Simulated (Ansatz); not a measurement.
# CH4BFOSi: the cost of one run

Program: Ansatz 0.2.0. Level of theory: RKS revPBE/6-31G*. These are calculated values, not measurements.

## Step 1: The starting structure

Bond lengths: F1–C2 1.336 Å, C2–B3 1.585 Å, B3–Si4 1.832 Å, C2–O5 1.401 Å, Si4–O5 1.736 Å, C2–H6 1.112 Å, B3–H7 1.237 Å, Si4–H8 1.460 Å, Si4–H9 1.539 Å. Angles (14 of 16 angles, heavy atoms first): F1–C2–B3 108.6°, F1–C2–O5 111.9°, B3–C2–O5 103.1°, C2–B3–Si4 82.9°, B3–Si4–O5 82.0°, C2–O5–Si4 92.0°, F1–C2–H6 110.3°, B3–C2–H6 111.9°, O5–C2–H6 110.8°, C2–B3–H7 133.4°, Si4–B3–H7 130.0°, B3–Si4–H8 115.8°, B3–Si4–H9 114.8°, O5–Si4–H8 110.4°.

Coordinates:

```xyz
9

F    -0.4432    2.0795   -0.2959
C    -0.1684    0.8349   -0.6977
B     0.9774    0.2461    0.2262
Si   -0.3199   -0.9695    0.6693
O    -1.2413   -0.0372   -0.4688
H     0.1216    0.8313   -1.7715
H     2.1949    0.0895    0.0735
H    -0.1174   -2.3265    0.1697
H    -0.9153   -0.7944    2.0781
```

## Step 2: Relaxing the start

Contents of input.yaml:

```yaml
crystal:
  periodic: [false, false, false]
  atoms:
    - { symbol: F, position_ang: [-0.4432, 2.0795, -0.2959] }
    - { symbol: C, position_ang: [-0.1684, 0.8349, -0.6977] }
    - { symbol: B, position_ang: [0.9774, 0.2461, 0.2262] }
    - { symbol: Si, position_ang: [-0.3199, -0.9695, 0.6693] }
    - { symbol: O, position_ang: [-1.2413, -0.0372, -0.4688] }
    - { symbol: H, position_ang: [0.1216, 0.8313, -1.7715] }
    - { symbol: H, position_ang: [2.1949, 0.0895, 0.0735] }
    - { symbol: H, position_ang: [-0.1174, -2.3265, 0.1697] }
    - { symbol: H, position_ang: [-0.9153, -0.7944, 2.0781] }
basis:
  gaussian: { orbitals: "6-31G*" }
hamiltonian:
  xc: revpbe
relax:
  f_tol: 0.02
  max_steps: 40
scf:
  lower_state_search: "off"
```

The run is started by

```console
$ ansatz run input.yaml --threads 2 --pin off --max-ram 3072MiB --backend cpu --events-out ev --progress --plain --runs-dir out
```

What time and memory should one allow on 2 threads of Arm Neoverse N1, shared host?

About 77 s, with a peak of 0.16 GiB.
